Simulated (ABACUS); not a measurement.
Crystal: Ta4NiO11.

```
CELL_PARAMETERS angstrom
1.95495 -14.82973 0.00000
1.95495 14.82973 0.00000
0.00000 0.00000 3.88590
ATOMIC_POSITIONS crystal
Ta 0.20437 0.79563 0.00000
Ta 0.92451 0.07549 0.00000
Ta 0.07549 0.92451 0.00000
Ta 0.79563 0.20437 0.00000
Ni 0.50000 0.50000 0.00000
O 0.13987 0.86013 0.00000
O 0.72107 0.27893 0.00000
O 0.43645 0.56355 0.00000
O 0.56355 0.43645 0.00000
O 0.00000 0.00000 0.00000
O 0.86013 0.13987 0.00000
O 0.27893 0.72107 0.00000
O 0.92790 0.07210 0.50000
O 0.07210 0.92790 0.50000
O 0.79436 0.20564 0.50000
O 0.20564 0.79436 0.50000
```

The cell was built by a generator and needn't be a form met in nature.

Base run:

| Quantity | Value |
| --- | --- |
| Program | ABACUS 3.10.1 |
| Functional | PBE |
| Potentials or basis | PseudoDojo NC SR 0.4.1 PBE standard |
| Cutoff | 1361 eV |
| Density cutoff | 5442 eV |
| Basis | DZP LCAO (the cutoffs set its grid) |
| k mesh | 4 × 4 × 4 |
| Occupations | fermi-dirac, width 0.05 eV |
| Spin | collinear spin, ferromagnetic start |
| Starting moments | [0.0, 0.0, 0.0, 0.0, 1.0, 0.0, 0.0, 0.0, 0.0, 0.0, 0.0, 0.0, 0.0, 0.0, 0.0, 0.0] μB |
| Hubbard terms | Ni d U = 4 eV, Ta d U = 4 eV |

Its results: band gap on the k mesh 1.18 eV, indirect (least direct gap 1.85 eV); pressure 5.8 GPa; net moment 0.00 μB per cell; site moments Ta +0.00; Ni -0.04; O +0.00, +0.01 μB; largest force 0.543 eV/Å.

**Question.** The run is repeated on the same cell with these changes: hubbard terms from Ni d U = 4 eV, Ta d U = 4 eV to Ni d U = 8 eV, Ta d U = 8 eV. What comes out?

**Answer.** Band gap on the k mesh 2.16 eV, indirect (least direct gap 2.91 eV); pressure 11.1 GPa; net moment 0.00 μB per cell; site moments Ta +0.00; Ni -0.02; O +0.00, -0.00, +0.02 μB; largest force 0.749 eV/Å.

Caveats: the atomic orbitals were generated for these runs and aren't a published set; spin-orbit coupling is left out, which moves the levels of the heavy elements; the basis of atomic orbitals isn't converged, which shifts pressures, moduli and gaps.

A k mesh can miss the band edges.
